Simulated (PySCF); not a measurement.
# CH6B2S2: electronic excitations

What electronic excitations should CH6B2S2 (`BSBSC`) show?

The runs use PySCF 2.14.0, with density-fitted response routines of our own; the level of theory stands in each step. All values are computed, except where a source is named. Atoms are numbered from 0 throughout.

**1. Starting geometry**

11 atoms, charge 0, multiplicity 1; geometry from: GFN2-xTB.

Bonds of the start (Å): B0–S1 1.76, S1–B2 1.82, B2–S3 1.76, S3–C4 1.83, B0–H5 1.17, B0–H6 1.17, B2–H7 1.17, C4–H8 1.08, C4–H9 1.08, C4–H10 1.08.

**2. Excited states and response: B3LYP/def2-SVPD**

The job: settings as JSON, then the geometry in Å.

```
{"job": {"kind": "uv", "xc": "B3LYP", "basis": "def2-SVPD", "nstates": 8, "ntriplets": 3}, "charge": 0, "multiplicity": 1}
B      2.649010    -0.395481     0.117506
S      0.923121    -0.645352    -0.128602
B      0.170520     0.984537     0.143736
S     -1.560805     1.255782     0.011780
C     -2.249750    -0.380679    -0.421937
H      3.060505     0.660917     0.393966
H      3.338979    -1.327364    -0.009545
H      0.830547     1.906023     0.417777
H     -1.824437    -0.708724    -1.364064
H     -3.323469    -0.257854    -0.509596
H     -2.008797    -1.089134     0.362936
```

Level: TDDFT B3LYP/def2-SVPD, vertical, gas phase, core orbitals frozen in the response.

Started as:

```sh
OMP_NUM_THREADS=1 python probes_run.py task.json out
```

One launch serves the whole session: the jobs run in the order shown.

Predict these results of the whole session: lowest singlet (B3LYP/def2-SVPD); lowest triplet.

The runs gave:

```
                        quantity                        value
lowest singlet (B3LYP/def2-SVPD)  4.95 eV (250 nm), f = 0.242
                  lowest triplet                      3.99 eV
```

**Reading.** The first singlet state (HOMO→LUMO 0.98) lies at 4.95 eV and is bright. The lowest triplet lies 0.97 eV below the lowest singlet (triplets in Tamm-Dancoff, singlets in full TDDFT).
